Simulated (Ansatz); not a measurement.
# CaO: further runs on the relaxed cell

An exercise on one series of results from a longer session: the logs are not shown, and one member is left open.

Computed with Ansatz 0.2.0 (DFT r2SCAN, scalar-relativistic, plane waves, PAW, unless a step's input says otherwise).

1 further run of the same task is left out (set aside as unsound or not needed).

## Starting point

Symmetry: Fm-3m, No. 225, cubic system. The conventional cell has a = 4.795 Å, b = 4.795 Å, c = 4.795 Å, α = 90.00°, β = 90.00°, γ = 90.00°. Around Ca (site symmetry m-3m) lie 6 O at 2.40 Å. O (site symmetry m-3m) has 6 Ca at 2.40 Å as nearest neighbours.

Structure file:

```
Ca O
1.0
     0.00000    2.39745    2.39745
     2.39745    0.00000    2.39745
     2.39745    2.39745    0.00000
Ca O
1 1
Direct
  0.00000 0.00000 0.00000
  0.50000 0.50000 0.50000
```

It is the result of an earlier relaxation at this level (volume 13.78 Å³/atom; gap on the mesh: 4.20 eV).

The first run:

Input file input.yaml:

```yaml
crystal:
  lattice:
    - [0.0, 2.397445229, 2.397445229]
    - [2.397445229, 0.0, 2.397445229]
    - [2.397445229, 2.397445229, 0.0]
  atoms:
    - { symbol: Ca, position: [0.0, 0.0, 0.0] }
    - { symbol: O, position: [0.5, 0.5, 0.5] }
basis:
  ecutwfc: 500
kpoints:
  mp_grid: { grid: [8, 8, 8] }
  band_path:
    path:
      - [[0.0, 0.0, 0.0], [0.5, 0.0, 0.5], [0.625, 0.25, 0.625]]
      - [[0.375, 0.375, 0.75], [0.0, 0.0, 0.0], [0.5, 0.5, 0.5], [0.5, 0.25, 0.75], [0.5, 0.0, 0.5]]
    npoints: 14
hamiltonian:
  xc: r2scan
scf:
  occupations: { method: gaussian, width: 0.02 }
  n_extra_bands: 6
output:
  forces: true
  stress: true
  eigenvalues: true
  populations: true
  dos: { projected: true, de: 0.02, nscf_kmesh: { grid: [12, 12, 12] } }
  bader: true
  write_density: true
  write_potential: true
  elf: true
  volumetric_format: npy
```

On the command line:

```bash
ansatz run input.yaml --threads 1 --pin off --max-ram 2560MiB --backend cpu --events-out ev --progress --plain --runs-dir out
```

Steps of the session up to this table: Electronic structure at the relaxed geometry; Band edges anywhere in the zone; Eigenvalues a small step from each edge; The cell as listed, for comparison; Dielectric function, independent particles; Point at V/V0 = 0.97; Volume × 1.03; The cell scaled to 0.94 of its volume; Point at V/V0 = 1.06; Volume × 0.91; Volume × 1.10; Volume × 0.88.

One of the session's tables, all rows but one given; the rest of the session is left out.

It belongs to the step «Energy against volume». 

```
volume (Å³/atom)  energy above the lowest point (meV/atom)  pressure (GPa)  gap on the mesh (eV)
          12.126                                      90.8           19.72                  4.12
          12.540                                      48.1           13.53                  4.15
          12.953                                      20.2            8.27                  4.17
          13.367                                         ?               ?                     ?
          13.780                                       0.0            0.00                  4.20
          14.193                                       4.3           -3.25                  4.20
          14.607                                      16.3           -6.01                  4.20
          15.158                                      42.5           -9.07                  4.20
```

**Question.** Estimate the row for volume (Å³/atom) = 13.367.

Worked estimate for «energy above the lowest point (meV/atom)». A straight line through the neighbours (12.953, 20.2) and (13.780, 0.0) gives 20.2 + (0.0 − 20.2) × (13.367 − 12.953) / (13.780 − 12.953) = 10.1; a parabola fitted to 4 rows on both sides gives 4.7.

The run gave: energy above the lowest point (meV/atom): 4.8; pressure (GPa): 3.80; gap on the mesh (eV): 4.19. In «energy above the lowest point (meV/atom)» the line misses by +5.3 and the parabola by -0.1.

To keep in mind: Absorption along x passes 10⁴ cm⁻¹ at 4.6 eV, beside a least direct gap of 4.57 eV on the SCF mesh; the indirect gap of 4.20 eV gives no absorption without phonons.
